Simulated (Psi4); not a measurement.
# revPBE/def2-TZVPP run of GeHF (SMILES [F][GeH])

Aim: the vertical singlet–triplet gap of GeHF at revPBE/def2-TZVPP, from 2 runs. 

The results are computed with Psi4 1.11.

8 further runs of the same task are left out: 6 that didn't finish, 2 set aside as unsound or not needed.

**1. The structure to begin with**

GeHF has 3 atoms, charge 0, and is taken as a singlet. SMILES: `[F][GeH]`. The coordinates come from a PBE0-D4/def2-TZVP relaxation.

Bond lengths: F1–Ge2 1.757 Å, Ge2–H3 1.609 Å. Angles: F1–Ge2–H3 94.2°.

**2. A single-point energy at revPBE/def2-TZVPP**

File calc.inp:

```
memory 1600 mb

molecule {
  0 1
  F      1.27008493     1.91353667     0.88760436
  Ge    -1.24325082     0.36887454    -0.63419209
  H     -0.04762110    -2.40505444    -0.27854563
  units bohr
  symmetry c1
  no_reorient
  no_com
}

set basis def2-TZVPP
set puream true
set e_convergence 1e-09
set d_convergence 1e-08
set scf_type pk
set dft_radial_points 99
set dft_spherical_points 590

energy('revpbe')
```

Launch:

```sh
$ psi4 calc.inp calc.out -n 1
```

calc.out:

```text
[...]
  Running in c1 symmetry.
[...]
  Nuclear repulsion =   99.212640339823849
[...]
  Multiplicity = 1
[...]
  Nalpha       = 21
  Nbeta        = 21
[...]
    Number of basis functions: 93
[...]
   @RKS iter   1: -2175.79522623331786   -1.80611e+00   3.33605e-02 DIIS/ADIIS
[...]
   @RKS iter  12: -2177.30353880964094   -3.63798e-12   2.44555e-09 DIIS
[...]
    Orbital Energies [Eh]
    ---------------------
    Doubly Occupied:
       1A   -397.114574     2A    -49.195671     3A    -43.803483
       4A    -43.800493     5A    -43.798754     6A    -24.239895
       7A     -6.000086     8A     -4.220543     9A     -4.212307
      10A     -4.205814    11A     -1.132917    12A     -1.120784
      13A     -1.115613    14A     -1.115571    15A     -1.109258
      16A     -1.033030    17A     -0.480301    18A     -0.359546
      19A     -0.351443    20A     -0.336127    21A     -0.221346
[...]
  @RKS Final Energy: -2177.30353880964094
   => Energetics <=
    Nuclear Repulsion Energy =             99.2126403398238494
    One-Electron Energy =               -3232.0331661193931723
    Two-Electron Energy =                1045.1698855126137460
    DFT Exchange-Correlation Energy =     -89.6528985426854490
    Empirical Dispersion Energy =           0.0000000000000000
    VV10 Nonlocal Energy =                  0.0000000000000000
    Total Energy =                      -2177.3035388096409406
[...]
 Multipole Moments:
 ------------------------------------------------------------------------------------
     Multipole            Electronic (a.u.)      Nuclear  (a.u.)        Total (a.u.)
 ------------------------------------------------------------------------------------
 L = 1.  Multiply by 2.5417464519 to convert [e a0] to [Debye]
 Dipole X            :         27.8756234          -28.4008830           -0.5252596
 Dipole Y            :        -26.8739038           26.6207609           -0.2531429
 Dipole Z            :         12.2735279          -12.5842533           -0.3107254
 Magnitude           :                                                    0.6607036
[...]
```

Wall time 8.4 s (1 thread of Intel Xeon Platinum 8375C at 2.90GHz (Ice Lake), shared host); peak memory 0.75 GiB.

**3. The triplet: energy and gradient at U-revPBE/def2-TZVPP**

File calc.py:

```python
import psi4

psi4.set_memory('1600 MB')
psi4.set_num_threads(1)
psi4.core.set_output_file('output.dat', False)

m = psi4.geometry("""
0 3
F      1.27008493     1.91353667     0.88760436
Ge    -1.24325082     0.36887454    -0.63419209
H     -0.04762110    -2.40505444    -0.27854563
units bohr
symmetry c1
""")

psi4.set_options({
    'reference': 'uks',
    'puream': True,
    'e_convergence': 1e-09,
    'd_convergence': 1e-08,
    'scf_type': 'pk',
    'dft_radial_points': 99,
    'dft_spherical_points': 590,
    'maxiter': 200,
})

E, wfn = psi4.gradient("revpbe/def2-TZVPP", return_wfn=True)
print('gradient / Eh bohr^-1')
print(E.np.round(6))
print(f'energy = {wfn.energy():.10f} Eh')
for k, v in sorted(psi4.core.scalar_variables().items()):
    print(f'{k:45s} {v:18.10f}')
```

Launch:

```sh
$ python calc.py
```

output.dat:

```text
[...]
  Running in c1 symmetry.
[...]
  Nuclear repulsion =   99.212640339823849
[...]
  Multiplicity = 3
[...]
  Nalpha       = 22
  Nbeta        = 20
[...]
    Number of basis functions: 93
[...]
   @UKS iter   1: -2175.59581772379943   -1.60671e+00   3.40115e-02 ADIIS/DIIS
[...]
   @UKS iter  14: -2177.23153843886666   -3.63798e-12   6.91120e-09 DIIS
[...]
   @S^2 Observed:                2.003297306E+00
[...]
    Orbital Energies [Eh]
    ---------------------
    Alpha Occupied:
       1A   -397.119179     2A    -49.199833     3A    -43.805719
       4A    -43.805273     5A    -43.805153     6A    -24.248316
       7A     -6.005874     8A     -4.220245     9A     -4.219240
      10A     -4.217308    11A     -1.139554    12A     -1.123616
      13A     -1.122544    14A     -1.122176    15A     -1.121243
      16A     -1.041965    17A     -0.502595    18A     -0.384784
      19A     -0.354748    20A     -0.350884    21A     -0.274017
      22A     -0.155257
    Alpha Virtual:
      23A     -0.048917    24A      0.001321    25A      0.122000
[...]
  @UKS Final Energy: -2177.23153843886666
   => Energetics <=
    Nuclear Repulsion Energy =             99.2126403398238494
    One-Electron Energy =               -3231.7291647832366834
    Two-Electron Energy =                1044.9228162112281098
    DFT Exchange-Correlation Energy =     -89.6378302066817128
    Empirical Dispersion Energy =           0.0000000000000000
    VV10 Nonlocal Energy =                  0.0000000000000000
    Total Energy =                      -2177.2315384388666644
[...]
 Multipole Moments:
 ------------------------------------------------------------------------------------
     Multipole            Electronic (a.u.)      Nuclear  (a.u.)        Total (a.u.)
 ------------------------------------------------------------------------------------
 L = 1.  Multiply by 2.5417464519 to convert [e a0] to [Debye]
 Dipole X            :         -2.7717664            2.1520645           -0.6197018
 Dipole Y            :          0.4098875           -0.7472827           -0.3373952
 Dipole Z            :         -0.0000000           -0.0000000           -0.0000000
 Magnitude           :                                                    0.7055961
[...]
  -Total Gradient:
     Atom            X                  Y                   Z
    ------   -----------------  -----------------  -----------------
       1       -0.009974944086    -0.015515494545    -0.000000000000
       2       -0.000238694062     0.014200025459     0.000000000001
       3        0.010213791724     0.001314583778    -0.000000000000
[...]
```

Standard output:

```text
gradient / Eh bohr^-1
[[-0.009975 -0.015515 -0.      ]
 [-0.000239  0.0142    0.      ]
 [ 0.010214  0.001315 -0.      ]]
energy = -2177.2315384389 Eh
CURRENT ENERGY                                  -2177.2315384389
CURRENT REFERENCE ENERGY                        -2177.2315384389
DD SOLVATION ENERGY                                 0.0000000000
DFT FUNCTIONAL TOTAL ENERGY                     -2177.2315384389
DFT TOTAL ENERGY                                -2177.2315384389
DFT VV10 ENERGY                                     0.0000000000
DFT XC ENERGY                                     -89.6378302067
GRID ELECTRONS ALPHA                               21.9999999904
GRID ELECTRONS BETA                                19.9999999797
GRID ELECTRONS TOTAL                               41.9999999701
NUCLEAR REPULSION ENERGY                           99.2126403398
ONE-ELECTRON ENERGY                             -3231.7291647832
PCM POLARIZATION ENERGY                             0.0000000000
PE ENERGY                                           0.0000000000
SCF ITERATION ENERGY                            -2177.2315384389
SCF ITERATIONS                                     14.0000000000
SCF TOTAL ENERGY                                -2177.2315384389
TWO-ELECTRON ENERGY                              1044.9228162112
XC GRID RADIAL POINTS                              99.0000000000
XC GRID SPHERICAL POINTS                          590.0000000000
XC GRID TOTAL POINTS                           166630.0000000000
```

Wall time 19 s (1 thread of Intel Xeon Platinum 8375C at 2.90GHz (Ice Lake), shared host); peak memory 0.75 GiB.

**4. Outcome**

Level: revPBE/def2-TZVPP.

| quantity | value |
| --- | --- |
| singlet: total energy | -2177.30354 Eh |
| singlet: dipole moment | 1.68 D |
| singlet: HOMO energy | -6.02 eV |
| singlet: LUMO energy | -3.55 eV |
| singlet: HOMO–LUMO gap | 2.47 eV |
| triplet: total energy | -2177.23154 Eh |
| triplet: dipole moment | 1.79 D |
| triplet: HOMO energy (highest over α and β) | -4.22 eV |
| triplet: ⟨S²⟩ | 2.003 |
| triplet: largest force on an atom | 0.948 eV/Å |
| vertical energy of the triplet above the singlet | 1.959 eV |

In words: At this shape the triplet lies 1.96 eV (45 kcal/mol) above the singlet.
